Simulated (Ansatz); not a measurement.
This was printed by a script on the Ansatz DFT code, driven from Python, for harmonic frequencies at the relaxed geometry of C2H4Cl2Si, SMILES ClC1C[SiH]1Cl. What did the script look like? Use (for the species named): PBE0, 6-31G* basis, multiplicity 1.

The script reads `c2h4cl2si.xyz`:
```text
9

Cl   -1.01360   -1.76960    1.42280
C    -0.26680   -0.25980    0.90500
C     0.81960   -0.34630   -0.07960
Si   -0.69800    0.52070   -0.65860
Cl   -0.30270    2.47440   -0.88950
H    -0.14700    0.41550    1.75650
H     1.70710    0.34260    0.01660
H     1.06810   -1.25290   -0.60540
H    -1.07830   -0.17080   -1.88510
```

```console
$ python freq.py
pair        before    after (A)
Cl0-C1       1.7622   1.7708
C1-C2        1.4687   1.5484
C1-Si3       1.8000   1.8531
C1-H5        1.0934   1.0881
C2-Si3       1.8412   1.8497
C2-H6        1.1276   1.0890
C2-H7        1.0771   1.0901
Si3-Cl4      2.0066   2.0518
Si3-H8       1.4585   1.4743
final angle Cl0-C1-C2: 117.54 deg
final angle Cl0-C1-Si3: 123.04 deg
final angle Cl0-C1-H5: 110.34 deg
final angle C2-C1-Si3: 65.17 deg
final angle C2-C1-H5: 114.49 deg
final angle C1-C2-Si3: 65.40 deg
final angle C1-C2-H6: 115.66 deg
final angle C1-C2-H7: 115.45 deg
final angle Si3-C1-H5: 119.08 deg
final angle C1-Si3-C2: 49.44 deg
final angle C1-Si3-Cl4: 119.44 deg
final angle C1-Si3-H8: 121.07 deg
final angle Si3-C2-H6: 123.16 deg
final angle Si3-C2-H7: 116.35 deg
final angle C2-Si3-Cl4: 120.74 deg
final angle C2-Si3-H8: 120.99 deg
final angle H6-C2-H7: 112.66 deg
final angle Cl4-Si3-H8: 111.92 deg
frequencies (1/cm): 109 146 187 353 494 567 634 699 709 766 829 958 1022 1047 1116 1282 1438 2339 3154 3200 3239
imaginary modes: 0  zero-point energy: 1.5056 eV
H(298 K) - E = 1.7006 eV
S(298 K, 1 bar) = 338.8 J/(mol K) with symmetry number 1
deuterated (1/cm): 103 138 177 310 410 506 528 565 594 664 700 781 820 889 907 1032 1133 1685 2291 2357 2408
zero-point energy falls by 0.3279 eV
```

The script that was run (others could print the same):

The script, `freq.py`:
```python
# -*- coding: utf-8 -*-
"""Vibrations and zero-point energy of C2H4Cl2Si."""

import itertools

import ansatz as az
from ase import Atoms
from ase.data import atomic_numbers, covalent_radii
from ase.thermochemistry import IdealGasThermo
import numpy as np


def main():
    geometry = az.Crystal.molecule_from_extxyz("c2h4cl2si.xyz")

    calc = (
        geometry.calculation()
        .basis(gaussian="6-31G*")
        .functional("PBE0")
        .accuracy("medium")
    )
    symbols = [site.symbol for site in geometry.cartesian_sites]
    start = np.array([site.position_ang for site in geometry.cartesian_sites], dtype=float)
    summary = calc.relax(force_tolerance=0.003, max_steps=100).run().report
    end = np.array(summary["positions_ang"])

    # pairs closer than 1.2 times the sum of covalent radii, before or after
    radius = [covalent_radii[atomic_numbers[s]] for s in symbols]
    span = lambda where, i, j: np.linalg.norm(where[i] - where[j])
    bonded = [(i, j) for i, j in itertools.combinations(range(len(symbols)), 2) if min(span(start, i, j), span(end, i, j)) < 1.2 * (radius[i] + radius[j])]
    print("pair        before    after (A)")
    for i, j in bonded:
        print(f"{symbols[i]}{i}-{symbols[j]}{j}".ljust(10), f"{span(start, i, j):8.4f} {span(end, i, j):8.4f}")
    for first, second in list(itertools.combinations(bonded, 2)):
        shared = set(first) & set(second)
        if shared and symbols[(j := shared.pop())] != "H":
            i, k = sorted((set(first) | set(second)) - {j})
            u, v = end[i] - end[j], end[k] - end[j]
            angle = np.degrees(np.arccos(np.clip(u @ v / np.linalg.norm(u) / np.linalg.norm(v), -1, 1)))
            print(f"final angle {symbols[i]}{i}-{symbols[j]}{j}-{symbols[k]}{k}: {angle:.2f} deg")

    # frequencies need a stationary point, so they are taken at the relaxed geometry
    minimum = az.Crystal.molecule()
    for symbol, place in zip(symbols, end):
        minimum = minimum.atom(symbol, place.tolist())
    vibrating = (
        minimum.calculation()
        .basis(gaussian="6-31G*")
        .functional("PBE0")
        .accuracy("medium")
        .phonons(temperatures=(298.15, 498.15, 100))
    )
    vib = vibrating.run().report["vibrations"]
    sums = vib["harmonic_sums"]
    modes = [m["omega_inv_cm"] for m in sums["modes_at_gamma"] if m["rigid_motion"] == "no"]
    print("frequencies (1/cm):", " ".join(f"{w:.0f}" for w in modes))
    print("imaginary modes:", sum(w < 0 for w in modes), " zero-point energy:", round(sums["zero_point_energy_ev"], 4), "eV")
    # rigid rotor and ideal gas, symmetry number taken as one
    gas = IdealGasThermo(vib_energies=[w / 8065.544 for w in modes if w > 0], geometry="linear" if len(modes) == 3 * len(symbols) - 5 else "nonlinear",
                         atoms=Atoms(symbols, positions=end), symmetrynumber=1, spin=0.0)
    print(f"H(298 K) - E = {gas.get_enthalpy(298.15, verbose=False):.4f} eV")
    print(f"S(298 K, 1 bar) = {96485.33 * gas.get_entropy(298.15, 1e5, verbose=False):.1f} J/(mol K) with symmetry number 1")

    # all hydrogen replaced by deuterium
    heavier = vibrating.phonons(masses={"H": 2.014102}).run().report["vibrations"]["harmonic_sums"]
    print("deuterated (1/cm):", " ".join(f"{m['omega_inv_cm']:.0f}" for m in heavier["modes_at_gamma"] if m["rigid_motion"] == "no"))
    print("zero-point energy falls by", round(sums["zero_point_energy_ev"] - heavier["zero_point_energy_ev"], 4), "eV")


if __name__ == "__main__":
    main()
```

Caveats:
- These settings explore the input space; basis and method may be short of convergence.
- The frequencies are harmonic and unscaled, in a modest basis.
- The entropy takes a symmetry number of 1; a symmetric molecule's is lower by R ln(sigma).
- Finished in 8.1 min on 1 thread of Arm Neoverse V1 (shared host), peak memory 0.34 GiB.
